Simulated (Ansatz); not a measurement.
GdO:

```
CELL_PARAMETERS angstrom
3.11330 0.00000 0.00000
-1.55665 2.69620 0.00000
0.00000 0.00000 3.03843
ATOMIC_POSITIONS crystal
Gd 0.00000 0.00000 0.00000
O 0.66667 0.33333 0.50000
```

The cell comes from a database or a generator and needn't be the stable form of this composition.

Base run:

| Item | Value |
| --- | --- |
| Program | Ansatz 0.2.0 |
| Functional | LDA |
| Potentials or basis | Ansatz PAW |
| Cutoff | 420 eV (not typed: the program's choice for these potentials) |
| k mesh | 10 × 10 × 9 |
| Occupations | fermi-dirac, width 0.05 eV |
| Spin | collinear spin, ferromagnetic start |
| Starting moments | [7.0, 0.0] μB |
| Hubbard terms | Gd f U = 1 eV |

Its results: band gap on the k mesh none (metal or under the smearing width); pressure 17.7 GPa; net moment 7.13 μB per cell; site moments Gd +6.81; O -0.00 μB.

Q: After a change of settings the same cell gave: band gap on the k mesh none (metal or under the smearing width); pressure 19.4 GPa; net moment 7.38 μB per cell; site moments Gd +6.95; O -0.00 μB. Which change was it?
A. hubbard terms from Gd f U = 1 eV to none; hubbard projectors from ortho-atomic (the default) to none
B. hubbard terms from Gd f U = 1 eV to Gd f U = 3 eV
C. functional from LDA to PBE; hubbard terms from Gd f U = 1 eV to none; hubbard projectors from ortho-atomic (the default) to none
D. hubbard terms from Gd f U = 1 eV to Gd f U = 5 eV

A: B.

Caveats: the magnetic or orbital state may not be the lowest; spin-orbit coupling is left out, which moves the levels of the heavy elements; a cell with one magnetic atom can't hold antiferromagnetic order, which such compounds often take; the PAW data sets come from PBE, with cores solved anew for the run's functional, which leaves a small shift of forces and pressure.
